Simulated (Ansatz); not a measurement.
This script drives the Ansatz DFT code, driven from Python.

Script `methods_ch3clf2sn.py`:
```python
# -*- coding: utf-8 -*-
"""CH3ClF2Sn at several levels of theory."""

from pathlib import Path

import ansatz as az
import numpy as np

geometry_ang = [
    ("C", (-0.9599, -0.26, 0.6241)),
    ("Sn", (0.7848, 0.073, -0.5201)),
    ("F", (2.1427, -1.1045, 0.1404)),
    ("F", (0.5209, -0.3125, -2.3932)),
    ("Cl", (1.4917, 2.3066, -0.3246)),
    ("H", (-1.3406, -1.2531, 0.5123)),
    ("H", (-0.7862, 0.0158, 1.684)),
    ("H", (-1.7613, 0.4776, 0.2212)),
]
geometry = az.Crystal.molecule()
for symbol, xyz in geometry_ang:
    geometry = geometry.atom(symbol, xyz)

model = geometry.calculation().basis(gaussian="def2-SVP")

print("functional    E (Ha)        dipole (D)   HOMO (eV)  LUMO (eV)")
for name in ["hse06", "pbe", "b3lyp", "hf", "revpbe", "r2scan0"]:
    report = model.functional(name).forces().orbitals().run(threads=1, backend="cpu", runs_dir="runs").report
    lines = Path(report["orbitals_path"]).read_text().splitlines()
    field_of = lambda key: [line.split("=")[1].strip() for line in lines if line.startswith(key)]
    orbitals = [(27.211386 * float(e), s, float(n)) for e, s, n in zip(field_of("Ene="), field_of("Spin="), field_of("Occup="))]
    homo = max(e for e, _, n in orbitals if n > 0.5)
    lumo = min(e for e, _, n in orbitals if n < 0.5)
    dipole = 4.803205 * np.linalg.norm(report["charge_distribution"]["dipole_moment_e_ang"])
    print(f"{name:10s} {report['free_energy_ev'] / 27.211386246:14.6f} {dipole:9.3f} {homo:11.3f} {lumo:10.3f}")
```

It is started by `python methods_ch3clf2sn.py`. How long does it take on 1 thread of Arm Neoverse V2, with other jobs on the host, and how much memory does it need?

It took about 32 s, with a peak of 0.31 GiB, for 6 runs of the engine.

```console
$ python methods_ch3clf2sn.py
functional    E (Ha)        dipole (D)   HOMO (eV)  LUMO (eV)
hse06         -913.453158     3.589      -8.889     -2.491
pbe           -913.420425     3.428      -7.771     -2.997
b3lyp         -913.940183     3.538      -8.929     -2.363
hf            -911.098381     3.782     -12.646      1.707
revpbe        -913.736189     3.403      -7.740     -2.904
r2scan0       -913.737771     3.690      -9.578     -2.014
```

Caveats:
- Total energies depend on the basis set; only differences at equal settings carry meaning.
- The geometry is a force-field or estimated start, not a minimum of this method, and the basis set is short of its limit. A lower total doesn't mark the better method: functionals have no common bound, and MP2 and coupled cluster aren't variational.
- def2 sets replace the cores of elements past krypton by effective core potentials.
- b3lyp holds the VWN-RPA fit, as in Gaussian; the form of ORCA and Turbomole is b3lyp5.
- Levels such as HOMO and LUMO are orbital energies: with these approximate functionals they aren't the ionisation energy and electron affinity, and their gap isn't the fundamental gap.
- hse06 follows the composition of plane-wave codes, whose totals differ by tens of mHa, up to about 0.1 Ha, from the form usual in Gaussian-basis programs (wpbeh).
